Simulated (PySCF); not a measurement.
**The bond of IO, level by level**

One table from this session's results is given with a row withheld; the runs are named, their logs left out.

Method: I aug-cc-pVDZ-PP with ECP28, O aug-cc-pVDZ, scalar-relativistic core potentials; program: PySCF 2.14.0.

Set-up of the first run:

Settings of the job:

```yaml
atoms: I, O
charge: 0
basis: I aug-cc-pVDZ-PP with ECP28, O aug-cc-pVDZ
Hamiltonian: scalar-relativistic core potentials
basis_functions: 55
electrons_treated: 33
masses_in_u: 126.9045, 15.9949
levels: PBE0, PBE, r²SCAN, BLYP, BHandHLYP, B2PLYP, HSE06, HF, MP2, SCS-MP2
grid: 80 radial by 434 angular points
occupations: held fixed by the projection of orbital angular momentum
dissociation_limit: I + O, each in its ground configuration
starting_distance_in_angstrom: 1.910
values_of_2S_to_try: 1, 3
```

Command:

```
$ OMP_NUM_THREADS=1 python dia.py task.json out
```

Among the steps run: The job; The PBE0 curve of the state that the search chose; Higher solutions at PBE0; PBE; r²SCAN (meta-GGA); BLYP; BHandHLYP (global hybrid GGA); B2PLYP; HSE06; UHF.

One of the session's tables, all rows but one given; the rest of the session is left out.

Energy (eV) from each level's lowest point:

| R (Å) | UHF | UHF-MP2 | UHF-SCS-MP2 | PBE | BLYP |
| --- | --- | --- | --- | --- | --- |
| 1.652 | 1.673 | 1.228 | 1.324 | 1.515 | 1.651 |
| 1.729 | ? | ? | ? | ? | ? |
| 1.806 | 0.335 | 0.194 | 0.228 | 0.227 | 0.285 |
| 1.863 | 0.126 | 0.050 | 0.065 | 0.059 | 0.089 |
| 1.921 | 0.024 | 0.000 | 0.000 | 0.000 | 0.003 |
| 1.979 | 0.000 | 0.046 | 0.036 | 0.023 | 0.000 |
| 2.055 | 0.029 | 0.304 | 0.289 | 0.144 | 0.089 |
| 2.151 | 0.063 | 0.762 | 0.742 | 0.390 | 0.299 |
| 2.267 | 0.060 | 1.166 | 1.129 | 0.757 | 0.630 |
| 2.421 | 0.025 | 1.468 | 1.408 | 1.280 | 1.115 |

Q: Estimate the row for R (Å) = 1.729 from the others.

Worked estimate for «UHF». A straight line through the neighbours (1.652, 1.673) and (1.806, 0.335) gives 1.673 + (0.335 − 1.673) × (1.729 − 1.652) / (1.806 − 1.652) = 1.004; a parabola fitted to 3 rows on both sides gives 0.863.

As computed: UHF: 0.834; UHF-MP2: 0.564; UHF-SCS-MP2: 0.628; PBE: 0.685; BLYP: 0.781. In «UHF» the line misses by +0.170 and the parabola by +0.029.
